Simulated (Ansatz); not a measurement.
Geometry optimisation, DFT PBE, scalar-relativistic, plane waves, PAW (Ansatz).

The input (input.yaml):

```yaml
crystal:
  lattice:
    - [10.86, 0.0, 0.0]
    - [0.0, 10.86, 0.0]
    - [0.0, 0.0, 10.86]
  atoms:
    - { symbol: Si, position: [0.5051436, -0.0009833, -0.0015045] }
    - { symbol: Si, position: [0.6193104, 0.1245073, 0.1292134] }
    - { symbol: Si, position: [0.74807, 0.2486287, -0.0006472] }
    - { symbol: Si, position: [0.8728269, 0.3718376, 0.1292797] }
    - { symbol: Si, position: [0.7494925, 0.005187, 0.2487669] }
    - { symbol: Si, position: [0.8801161, 0.1256897, 0.375918] }
    - { symbol: Si, position: [-3.32e-05, -0.001561, -0.0036694] }
    - { symbol: Si, position: [0.1241953, 0.122643, 0.1258566] }
    - { symbol: Si, position: [0.2515777, 0.2507428, -0.0028374] }
    - { symbol: Si, position: [0.3738765, 0.3749134, 0.1285031] }
    - { symbol: Si, position: [0.4988835, 0.5071841, -0.0001175] }
    - { symbol: Si, position: [0.6227945, 0.623219, 0.1269302] }
    - { symbol: Si, position: [0.7526498, 0.7531019, 0.0017342] }
    - { symbol: Si, position: [0.8737114, 0.8759976, 0.1289265] }
    - { symbol: Si, position: [0.2506014, -0.0033767, 0.2511791] }
    - { symbol: Si, position: [0.3720778, 0.1260219, 0.373096] }
    - { symbol: Si, position: [0.4968054, 0.2502215, 0.2512496] }
    - { symbol: Si, position: [0.6258115, 0.3759585, 0.3775951] }
    - { symbol: Si, position: [0.7562219, 0.4947833, 0.2538204] }
    - { symbol: Si, position: [0.8737278, 0.6240282, 0.3710298] }
    - { symbol: Si, position: [0.4978749, 0.000981, 0.5012967] }
    - { symbol: Si, position: [0.6230237, 0.1237299, 0.6284083] }
    - { symbol: Si, position: [0.7496594, 0.2518114, 0.5002204] }
    - { symbol: Si, position: [0.8746722, 0.3768312, 0.6266443] }
    - { symbol: Al, position: [0.7534679, -0.0006367, 0.7532099], spin: 1.0 }
    - { symbol: Si, position: [0.8788659, 0.127038, 0.8735424] }
    - { symbol: Si, position: [-0.0040472, 0.5007891, -0.0009252] }
    - { symbol: Si, position: [0.1306918, 0.6259798, 0.121721] }
    - { symbol: Si, position: [0.2504368, 0.7500227, 0.0021899] }
    - { symbol: Si, position: [0.3769987, 0.8790386, 0.1236691] }
    - { symbol: Si, position: [0.00091, 0.2540448, 0.2557932] }
    - { symbol: Si, position: [0.1269089, 0.3714146, 0.3793904] }
    - { symbol: Si, position: [0.2418026, 0.5057301, 0.2514906] }
    - { symbol: Si, position: [0.3752625, 0.6256319, 0.3756372] }
    - { symbol: Si, position: [0.5024324, 0.7520298, 0.2515385] }
    - { symbol: Si, position: [0.6261953, 0.8735282, 0.3807086] }
    - { symbol: Si, position: [0.0003116, 0.0022717, 0.5047032] }
    - { symbol: Si, position: [0.1251953, 0.1221548, 0.6294018] }
    - { symbol: Si, position: [0.2578649, 0.2550535, 0.5008975] }
    - { symbol: Si, position: [0.3772059, 0.3774173, 0.6205221] }
    - { symbol: Si, position: [0.5039883, 0.5007749, 0.4960107] }
    - { symbol: Si, position: [0.6272063, 0.6269922, 0.6242671] }
    - { symbol: Si, position: [0.7512303, 0.749796, 0.4991045] }
    - { symbol: Si, position: [0.2525487, 0.0018187, 0.7514104] }
    - { symbol: Si, position: [0.3750575, 0.1247344, 0.8758277] }
    - { symbol: Si, position: [0.5011254, 0.2507671, 0.7477763] }
    - { symbol: Si, position: [0.6279297, 0.3776004, 0.8700669] }
    - { symbol: Si, position: [0.7484967, 0.5051918, 0.7482221] }
    - { symbol: Si, position: [0.8743819, 0.621067, 0.8718153] }
    - { symbol: Si, position: [-0.0012106, 0.7540178, 0.2482198] }
    - { symbol: Si, position: [0.1221988, 0.8755368, 0.3791994] }
    - { symbol: Si, position: [0.0018113, 0.5035121, 0.4979552] }
    - { symbol: Si, position: [0.1312341, 0.6225935, 0.6244947] }
    - { symbol: Si, position: [0.2470236, 0.7476984, 0.5036783] }
    - { symbol: Si, position: [0.3721911, 0.8780434, 0.622336] }
    - { symbol: Si, position: [-0.0038127, 0.2470259, 0.7466539] }
    - { symbol: Si, position: [0.1205525, 0.3736154, 0.880495] }
    - { symbol: Si, position: [0.2507188, 0.493, 0.7527355] }
    - { symbol: Si, position: [0.3730545, 0.6271917, 0.8767879] }
    - { symbol: Si, position: [0.5021073, 0.7479631, 0.7522722] }
    - { symbol: Si, position: [0.6260022, 0.8710646, 0.8784325] }
    - { symbol: Si, position: [-0.0003831, 0.7517207, 0.7541553] }
    - { symbol: Si, position: [0.1251953, 0.872271, 0.8749149] }
magnetization:
  spin_polarized: true
basis:
  ecutwfc: 420.0
kpoints:
  mp_grid: { grid: [1, 1, 1] }
hamiltonian:
  xc: pbe
  pseudopotentials: { kind: paw, azcp: { folder: soft_1 } }
scf:
  occupations: { method: fermi_dirac, width: 0.02 }
  lower_state_search: "off"
relax:
  f_tol: 0.03
  max_steps: 60
  adjacent_minimum: "off"
output:
  write_density: true
  write_potential: true
  elf: true
  volumetric_format: npy
```

Command:

```bash
$ ansatz run input.yaml --threads 4 --pin off --max-ram 10240MiB --backend cpu --events-out ev --progress --plain --runs-dir out
```

**Question.** Where does it end, and by what steps?

**Answer.** It converged. Limits of this set-up: coarse k mesh, a typed lattice constant that wasn't relaxed here. After 7 steps the energy has fallen by 1.512 eV; Al25 moved furthest, 1.13 Å. Joined: Al25–Si37 (3.80 → 2.77 Å), Al25–Si43 (3.87 → 2.78 Å), Al25–Si62 (3.79 → 2.78 Å).

```tsv
step	energy less start (eV)	largest force component (eV/Å)	accepted
0	0.0000	1.578	yes
1	-1.1743	0.372	yes
2	-1.3013	0.178	yes
3	-1.3589	0.142	yes
4	-1.4161	0.113	yes
5	-1.4666	0.132	yes
6	-1.5010	0.058	yes
7	-1.5125	0.014	yes
```

```xyz
63
Lattice="10.8600 0.0000 0.0000 0.0000 10.8600 0.0000 0.0000 0.0000 10.8600" Properties=species:S:1:pos:R:3
Si 5.512 -0.032 -0.072
Si 6.802 1.350 1.333
Si 8.184 2.640 -0.072
Si 9.489 4.070 1.361
Si 8.138 0.014 2.732
Si 9.495 1.384 4.090
Si 0.007 0.015 0.020
Si 1.363 1.389 1.378
Si 2.744 2.712 0.001
Si 4.067 4.085 1.375
Si 5.440 5.408 0.001
Si 6.763 6.789 1.378
Si 8.137 8.146 0.020
Si 9.494 9.518 1.377
Si 2.690 0.009 2.750
Si 4.062 1.389 4.077
Si 5.440 2.712 2.698
Si 6.764 4.090 4.077
Si 8.144 5.462 2.749
Si 9.448 6.893 4.182
Si 5.420 0.016 5.434
Si 6.923 1.229 6.780
Si 8.136 2.732 5.434
Si 9.494 4.087 6.807
Al 8.805 -0.652 7.495
Si 9.521 1.230 9.379
Si 0.010 5.442 0.032
Si 1.333 6.819 1.412
Si 2.710 8.142 0.032
Si 4.081 9.523 1.361
Si 0.010 2.742 2.732
Si 1.332 4.123 4.109
Si 2.706 5.446 2.735
Si 4.029 6.819 4.109
Si 5.410 8.142 2.732
Si 6.767 9.516 4.090
Si -0.154 0.036 5.594
Si 1.350 1.384 6.805
Si 2.709 2.742 5.431
Si 4.081 4.070 6.813
Si 5.409 5.442 5.432
Si 6.767 6.801 6.806
Si 8.114 8.305 5.593
Si 2.708 0.013 8.162
Si 4.108 1.350 9.499
Si 5.513 2.639 8.117
Si 6.802 4.044 9.499
Si 8.139 5.444 8.162
Si 9.496 6.800 9.534
Si -0.030 8.181 2.776
Si 1.259 9.564 4.182
Si -0.030 5.487 5.471
Si 1.259 6.893 6.853
Si 2.665 8.182 5.471
Si 4.064 9.518 6.807
Si 0.007 2.731 8.164
Si 1.364 4.090 9.538
Si 2.691 5.462 8.157
Si 4.063 6.788 9.538
Si 5.421 8.146 8.164
Si 6.923 9.492 9.378
Si -0.153 8.305 8.187
Si 1.352 9.516 9.534
```

Whether the end is a true minimum wasn't checked by a vibrational analysis.

Time of the run: 95 s on 4 threads of Arm Neoverse V2, on a shared host, peak memory 1.6 GiB.
